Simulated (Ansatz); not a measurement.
# ClH₃N₂OW: a ladder of functionals and wavefunction methods

An exercise on one series of results from a longer session: the logs are not shown, and one member is left open.

Method: functionals in def2-TZVPP, the program's frozen cores in correlated methods; program: Ansatz 0.2.0, Gaussian basis.

Plan: LDA (SPW92), PBE-D4, revPBE-D4, BLYP-D4, r2SCAN-D4, B97M-V, PBE0-D4, B3LYP-D4, r2SCANh-D4, r2SCAN0-D4, HSE06-D4, BHLYP-D4, CAM-B3LYP-D4, LC-ωPBE, ωB97X-V, ωB97M-V, B2PLYP, PBE-QIDH; CCSD(T)/def2-SVP; CCSD(T)/def2-TZVPP; MP2/def2-QZVPP; extrapolation to the limit; RPA on PBE.

**The geometry**

An earlier PBE0-D4 in a triple-zeta def2 set relaxation fixed the geometry. W takes the def2 core potential; no spin-orbit term is included.

SMILES `[NH]=[W](=[NH])([OH])[Cl]`, 8 atoms, charge 0, spin multiplicity 1.

Atoms are counted from 1 here; the program's logs count them from 0.

Bond lengths: N1–W2 1.745 Å, N1–H6 1.008 Å, W2–N3 1.743 Å, W2–O4 1.893 Å, W2–Cl5 2.290 Å, N3–H7 1.007 Å, O4–H8 0.960 Å. Angles: W2–N1–H6 154.2°, N1–W2–N3 111.3°, N1–W2–O4 108.5°, N1–W2–Cl5 108.0°, N3–W2–O4 107.4°, N3–W2–Cl5 108.4°, O4–W2–Cl5 113.3°, W2–N3–H7 157.7°, W2–O4–H8 120.6°.

Set-up of the first run:

Contents of in.yaml:

```yaml
crystal:
  periodic: [false, false, false]
  atoms:
    - {symbol: N, position_ang: [-0.755409, 1.273855, 0.372460]}
    - {symbol: W, position_ang: [0.235227, 0.000410, -0.291228]}
    - {symbol: N, position_ang: [1.198359, -0.762938, 0.944085]}
    - {symbol: O, position_ang: [-0.902124, -1.324660, -1.021994]}
    - {symbol: Cl, position_ang: [1.647745, 0.934706, -1.833006]}
    - {symbol: H, position_ang: [-1.084333, 1.876318, 1.111173]}
    - {symbol: H, position_ang: [1.578189, -0.923145, 1.863264]}
    - {symbol: H, position_ang: [-1.825457, -1.131746, -1.200553]}
basis:
  gaussian: {orbitals: def2-TZVPP}
hamiltonian: {xc: lda}
output: {orbitals: {seedname: orbitals}}
```

Steps of the session up to this table: LDA; PBE-D4 (GGA); revPBE-D4 (GGA); BLYP-D4 (GGA); r2SCAN-D4 (meta-GGA); B97M-V (meta-GGA); PBE0-D4 (hybrid); B3LYP-D4 (hybrid); r2SCANh-D4 (hybrid); r2SCAN0-D4 (hybrid); HSE06-D4 (hybrid); BHLYP-D4 (hybrid); CAM-B3LYP-D4 (range-separated); LC-ωPBE-D4 (range-separated; the results give it without D4); ωB97X-V (range-separated); ωB97M-V (range-separated); B2PLYP (double hybrid); PBE-QIDH (double hybrid).

One of the session's tables, all rows but one given; the rest of the session is left out.

It belongs to the step «Frontier levels by functional». 

```
  functional  HOMO (eV)  LUMO (eV)  gap (eV)
 LDA (SPW92)      -6.76      -2.51      4.25
      PBE-D4      -6.58      -2.26      4.32
   revPBE-D4      -6.51      -2.17      4.34
     BLYP-D4      -6.44      -2.16      4.28
   r2SCAN-D4      -6.88      -2.17      4.71
      B97M-V      -6.93      -2.12      4.81
     PBE0-D4      -7.92      -1.48      6.44
    B3LYP-D4      -7.68      -1.71      5.97
  r2SCANh-D4      -7.38      -1.88      5.50
  r2SCAN0-D4      -8.13      -1.43      6.71
    HSE06-D4      -7.52      -1.86      5.66
    BHLYP-D4      -9.14      -0.56      8.58
CAM-B3LYP-D4      -9.26      -0.42      8.83
     LC-ωPBE     -10.60       0.72     11.31
     ωB97X-V          ?          ?         ?
     ωB97M-V     -10.14       0.60     10.73
```

Estimate the missing values for ωB97X-V.

The run gave: HOMO (eV): -10.24; LUMO (eV): 0.64; gap (eV): 10.88. In the column «HOMO (eV)» it lies between LC-ωPBE (-10.60) and ωB97M-V (-10.14).
